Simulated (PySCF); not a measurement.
# C2H7In: NMR shieldings

What do calculations give for the NMR shieldings of C2H7In (`[H][In]([CH3])[CH3]`)?

Programs: PySCF 2.14.0, with routines of our own; each step states its level. All values are computed. Atoms count from 0.

## (1) The starting structure

10 atoms, charge 0, multiplicity 1; geometry from: GFN2-xTB.

## (2) Optimising the geometry at PBE0-D3(BJ)/def2-SVP

What the job is given:

```
{"job": {"xc": "PBE0", "basis": "def2-SVP", "d3": "d3bj", "grid": 1, "maxiter": 30, "shake": 0.03, "kind": "geom"}, "charge": 0, "multiplicity": 1}
In    -0.340960    -0.762320     0.010870
C      1.810330    -0.765450    -0.007600
H      2.134000    -0.293360     0.887970
H      2.296500    -0.169410    -0.860780
H      2.202760    -1.788740    -0.094740
C     -1.564520     1.237720    -0.004310
H     -1.322560     1.756890    -0.921600
H     -1.166250     1.850740     0.824020
H     -2.630170     1.071250     0.151540
H     -1.294480    -2.214080     0.019040
```

On the command line:

```console
> OMP_NUM_THREADS=1 python heavy_run.py task.json out
```

This one command runs all jobs of the session in turn.

What it wrote:

```text
step   0  E = -270.35506105  max force = 0.044920
step   1  E = -270.36363565  max force = 0.006733
step   2  E = -270.36427006  max force = 0.003550
step   3  E = -270.36439237  max force = 0.000624
step   4  E = -270.36440218  max force = 0.000345
optimisation converged
```

It took 12 s on 1 thread of Arm Neoverse V2, shared host; peak memory 0.35 GiB.

Step by step:

```
step  energy from step 0 (eV)  largest force component (eV/Å)
   0                   0.0000                          2.3099
   1                  -0.2333                          0.3462
   2                  -0.2506                          0.1825
   3                  -0.2539                          0.0321
   4                  -0.2542                          0.0177
```

Close pairs (by a distance rule), those that changed most:

```
  bond  before (Å)  after (Å)  change (Å)
In0–C5       2.345      2.172      -0.172
 C1–H3       1.149      1.101      -0.048
 C1–H2       1.063      1.102      +0.039
 C5–H6       1.081      1.102      +0.020
In0–C1       2.151      2.171      +0.020
 C5–H8       1.090      1.099      +0.009
In0–H9       1.737      1.744      +0.007
 C5–H7       1.105      1.101      -0.004
```

The next job starts from the end point, and lists it.

```
                         at the end point                 value
  point group (found at 0.08 Å tolerance)                    C2
rotational constants (GHz, main isotopes)  12.416, 4.302, 3.328
                        dipole moment (D)                  0.62
```

## (3) NMR shieldings: PBE0/pcSseg-1 In:us-x2c-TZVPall-2c, spin–orbit

What the job is given:

```
{"job": {"kind": "hnmr", "xc": "PBE0", "basis": {"default": "pcSseg-1", "In": "us-x2c-TZVPall-2c"}, "rel": "so"}, "charge": 0, "multiplicity": 1}
In    -0.407071    -0.725373    -0.000094
C      1.763867    -0.727755    -0.012309
H      2.135767    -0.265405     0.916009
H      2.137285    -0.124014    -0.853825
H      2.178064    -1.742738    -0.087707
C     -1.463680     1.172759     0.010099
H     -1.273137     1.711601    -0.931858
H     -1.095432     1.807510     0.831081
H     -2.548632     1.038324     0.121763
H     -1.302381    -2.221668     0.011251
```

Method: PBE0/pcSseg-1 In:us-x2c-TZVPall-2c GIAO NMR shielding, X2C with spin-orbit coupling, screened-nuclear two-electron part, Gaussian nuclei, gas phase.

What it wrote:

```text
spin-free SCF
coarse grid: 35752 points
cycle   1  E = -5960.8731092892  dE = -3.782e-01  |g| = 5.262e-01  |ddm| = 2.329e+02
cycle   2  E = -5960.8332073366  dE =  3.990e-02  |g| = 6.542e-01  |ddm| = 9.913e-01
cycle   3  E = -5960.9362153435  dE = -1.030e-01  |g| = 4.061e-02  |ddm| = 5.814e-01
cycle   4  E = -5960.9364737375  dE = -2.584e-04  |g| = 1.602e-02  |ddm| = 4.931e-02
cycle   5  E = -5960.9365220930  dE = -4.836e-05  |g| = 1.994e-03  |ddm| = 1.371e-02
cycle   6  E = -5960.9365227000  dE = -6.071e-07  |g| = 3.173e-04  |ddm| = 1.835e-03
final grid: 74064 points
cycle   7  E = -5960.9352462373  dE = -5.151e-07  |g| = 1.206e-03  |ddm| = 7.983e-04
cycle   8  E = -5960.9352462338  dE =  3.504e-09  |g| = 3.821e-04  |ddm| = 4.901e-04
cycle   9  E = -5960.9352462380  dE = -4.165e-09  |g| = 3.138e-04  |ddm| = 4.713e-04
cycle  10  E = -5960.9352462488  dE = -1.083e-08  |g| = 1.748e-05  |ddm| = 2.170e-04
cycle  11  E = -5960.9352462489  dE = -7.458e-11  |g| = 9.562e-07  |ddm| = 1.515e-05
converged SCF energy = -5960.9352462489
two-component SCF
cycle   1  E = -5960.3640947176  dE = -5.960e+03  |FDS-SDF| = 4.098e+01
cycle   2  E = -5961.6587473403  dE = -1.295e+00  |FDS-SDF| = 3.002e-01
cycle   3  E = -5961.6591469020  dE = -3.996e-04  |FDS-SDF| = 7.912e-03
cycle   4  E = -5961.6591534430  dE = -6.541e-06  |FDS-SDF| = 3.700e-03
cycle   5  E = -5961.6591543739  dE = -9.308e-07  |FDS-SDF| = 1.199e-03
cycle   6  E = -5961.6591546293  dE = -2.554e-07  |FDS-SDF| = 2.906e-04
cycle   7  E = -5961.6591546690  dE = -3.964e-08  |FDS-SDF| = 7.362e-05
cycle   8  E = -5961.6591546716  dE = -2.601e-09  |FDS-SDF| = 3.714e-05
converged, E = -5961.6591546716

Field gradients (au) and densities at the nuclei (bohr^-3)
atom        Vxx        Vyy        Vzz        centre      nuclear mean
  0 In    -3.4707    -3.6849     7.1556     159544.095     158540.616
  1 C      0.0005     0.0345    -0.0350        114.436        114.436
  2 H     -0.1447    -0.1565     0.3012          0.373          0.373
  3 H     -0.1450    -0.1573     0.3023          0.373          0.373
  4 H     -0.1449    -0.1596     0.3044          0.374          0.374
  5 C      0.0011     0.0346    -0.0358        114.437        114.436
  6 H     -0.1447    -0.1566     0.3013          0.373          0.373
  7 H     -0.1449    -0.1572     0.3020          0.373          0.373
  8 H     -0.1449    -0.1594     0.3043          0.374          0.374
  9 H     -0.0417    -0.0508     0.0925          0.321          0.321
without picture change
  0 In                           7.8096                    321441.629

Core orbital energies (eV)
atom   shell        mean    spread
  0 In 1s       -27795.692   0.000
  0 In 2s        -4184.435   0.000
  0 In 3s         -803.790   0.000
  0 In 4s         -125.653   0.000
  0 In 2p1/2     -3899.107   0.000
  0 In 2p3/2     -3688.649   0.047
  0 In 3p1/2      -688.440   0.000
  0 In 3p3/2      -650.003   0.142
  0 In 4p1/2       -87.488   0.000
  0 In 4p3/2       -80.740   0.237
  0 In 3d3/2      -446.447   0.138
  0 In 3d5/2      -438.724   0.179
  0 In 4d3/2       -21.416   0.179
  0 In 4d5/2       -20.541   0.204

Shielding tensors (ppm)
atom      isotropic    diamagn.    paramagn.     s11        s22        s33       span
  0 In     3005.13     4622.64    -1617.51    2686.87    3048.90    3279.62     592.75
  1 C       180.84      249.19      -68.35     145.04     194.93     202.53      57.49
  2 H        31.27       29.49        1.78      25.78      28.34      39.69      13.90
  3 H        31.12       29.63        1.48      25.52      28.47      39.37      13.85
  4 H        30.53       28.39        2.14      24.63      28.04      38.93      14.30
  5 C       180.71      249.16      -68.45     144.85     194.78     202.49      57.64
  6 H        31.28       29.45        1.83      25.83      28.28      39.73      13.90
  7 H        31.12       29.68        1.44      25.51      28.51      39.35      13.84
  8 H        30.54       28.45        2.09      24.64      28.08      38.91      14.27
  9 H        20.01       27.61       -7.60       4.44      18.28      37.32      32.88
```

Wall time 51 s (1 thread of Arm Neoverse V2, shared host); peak memory 1.1 GiB.

In short:

```
                       quantity       value
energy from spin-orbit coupling  -0.7239 Eh
```

## (4) NMR shieldings: PBE0/pcSseg-1 In:us-x2c-TZVPall-2c, spin-free

The job, as its differences from that of step 3:

```diff
@@ -1,2 +1,2 @@
-{"job": {"kind": "hnmr", "xc": "PBE0", "basis": {"default": "pcSseg-1", "In": "us-x2c-TZVPall-2c"}, "rel": "so"}, "charge": 0, "multiplicity": 1}
+{"job": {"kind": "hnmr", "xc": "PBE0", "basis": {"default": "pcSseg-1", "In": "us-x2c-TZVPall-2c"}, "rel": "sf"}, "charge": 0, "multiplicity": 1}
 In    -0.407071    -0.725373    -0.000094
```

Method: PBE0/pcSseg-1 In:us-x2c-TZVPall-2c GIAO NMR shielding, spin-free X2C, Gaussian nuclei, gas phase.

What it wrote:

```text
spin-free SCF
coarse grid: 35752 points
cycle   1  E = -5960.8731092892  dE = -3.782e-01  |g| = 5.262e-01  |ddm| = 2.329e+02
cycle   2  E = -5960.8332073366  dE =  3.990e-02  |g| = 6.542e-01  |ddm| = 9.913e-01
cycle   3  E = -5960.9362153435  dE = -1.030e-01  |g| = 4.061e-02  |ddm| = 5.814e-01
cycle   4  E = -5960.9364737375  dE = -2.584e-04  |g| = 1.602e-02  |ddm| = 4.931e-02
cycle   5  E = -5960.9365220930  dE = -4.836e-05  |g| = 1.994e-03  |ddm| = 1.371e-02
cycle   6  E = -5960.9365227000  dE = -6.071e-07  |g| = 3.173e-04  |ddm| = 1.835e-03
final grid: 74064 points
cycle   7  E = -5960.9352462373  dE = -5.151e-07  |g| = 1.206e-03  |ddm| = 7.983e-04
cycle   8  E = -5960.9352462338  dE =  3.504e-09  |g| = 3.821e-04  |ddm| = 4.901e-04
cycle   9  E = -5960.9352462380  dE = -4.165e-09  |g| = 3.138e-04  |ddm| = 4.713e-04
cycle  10  E = -5960.9352462488  dE = -1.083e-08  |g| = 1.748e-05  |ddm| = 2.170e-04
cycle  11  E = -5960.9352462489  dE = -7.458e-11  |g| = 9.562e-07  |ddm| = 1.515e-05
converged SCF energy = -5960.9352462489
check of the scalar solution
cycle   1  E = -5960.9352462489  dE = -5.961e+03  |FDS-SDF| = 4.000e+00
cycle   2  E = -5960.9361065646  dE = -8.603e-04  |FDS-SDF| = 2.383e-03
cycle   3  E = -5960.9361065651  dE = -5.093e-10  |FDS-SDF| = 8.262e-05
converged, E = -5960.9361065651

Field gradients (au) and densities at the nuclei (bohr^-3)
atom        Vxx        Vyy        Vzz        centre      nuclear mean
  0 In    -3.4680    -3.6826     7.1506     159459.549     158456.070
  1 C      0.0009     0.0350    -0.0359        114.436        114.436
  2 H     -0.1447    -0.1566     0.3013          0.373          0.373
  3 H     -0.1450    -0.1573     0.3023          0.373          0.373
  4 H     -0.1449    -0.1596     0.3045          0.374          0.374
  5 C      0.0015     0.0351    -0.0367        114.437        114.436
  6 H     -0.1447    -0.1566     0.3014          0.373          0.373
  7 H     -0.1448    -0.1572     0.3020          0.373          0.373
  8 H     -0.1449    -0.1594     0.3043          0.374          0.374
  9 H     -0.0418    -0.0509     0.0926          0.321          0.321
without picture change
  0 In                           7.8193                    321452.014

Core orbital energies (eV)
atom   shell        mean    spread
  0 In 1s       -27797.053   0.000
  0 In 2s        -4184.702   0.000
  0 In 3s         -803.851   0.000
  0 In 4s         -125.664   0.000
  0 In 2p        -3756.404   0.071
  0 In 3p         -662.401   0.218
  0 In 4p          -82.911   0.372
  0 In 3d         -441.835   0.200
  0 In 4d          -20.893   0.303

Shielding tensors (ppm)
atom      isotropic    diamagn.    paramagn.     s11        s22        s33       span
  0 In     2188.28     4998.89    -2810.61    1793.58    2152.61    2618.64     825.06
  1 C       187.42      248.69      -61.27     166.49     194.42     201.36      34.87
  2 H        31.30       29.49        1.80      26.06      28.32      39.51      13.46
  3 H        31.16       29.64        1.52      25.82      28.44      39.22      13.40
  4 H        30.62       28.38        2.24      24.97      27.86      39.01      14.04
  5 C       187.37      248.66      -61.29     166.50     194.30     201.31      34.81
  6 H        31.31       29.46        1.85      26.11      28.26      39.55      13.44
  7 H        31.16       29.68        1.48      25.81      28.47      39.20      13.39
  8 H        30.62       28.44        2.19      24.99      27.90      38.99      14.00
  9 H        24.58       27.68       -3.10      16.83      18.64      38.27      21.44
```

It took 16 s on 1 thread of Arm Neoverse V2, shared host; peak memory 0.9 GiB.

## (5) Shieldings side by side

```
                                                   run     In0     C5     C1    H9    H4    H8    H3  time
step 3, PBE0/pcSseg-1 In:us-x2c-TZVPall-2c, spin–orbit  3005.1  180.7  180.8  20.0  30.5  30.5  31.1  51 s
 step 4, PBE0/pcSseg-1 In:us-x2c-TZVPall-2c, spin-free  2188.3  187.4  187.4  24.6  30.6  30.6  31.2  16 s
```

## (6) Outcome

| quantity | value |
| --- | --- |
| point group | C2 |
| rotational constants (main isotopes) | 12.42, 4.30, 3.33 GHz |
| energy from spin-orbit coupling (step 3, PBE0/pcSseg-1 In:us-x2c-TZVPall-2c, spin–orbit) | -0.7239 Eh |
| shieldings (step 3, PBE0/pcSseg-1 In:us-x2c-TZVPall-2c, spin–orbit) | In0 3005.1, C1 180.8, C5 180.7 ppm |
| shieldings (step 4, PBE0/pcSseg-1 In:us-x2c-TZVPall-2c, spin-free) | In0 2188.3, C1 187.4, C5 187.4 ppm |

**Reading.** The start was shaken at random, so part of the energy gained undoes that. Relaxing lowered the energy by 0.254 eV in 4 steps; the close pair that moved most is In0–C5, from 2.345 to 2.172 Å. No frequency check was run at this level, so the end point may be a saddle. A contracted two-component basis is stiff near heavy nuclei, so the absolute shieldings of the heavy atoms from it are rough. In step 3, In0 has the widest tensor, 593 ppm. In0 moves most between the runs, by 817 ppm; the labels say what changes from run to run.
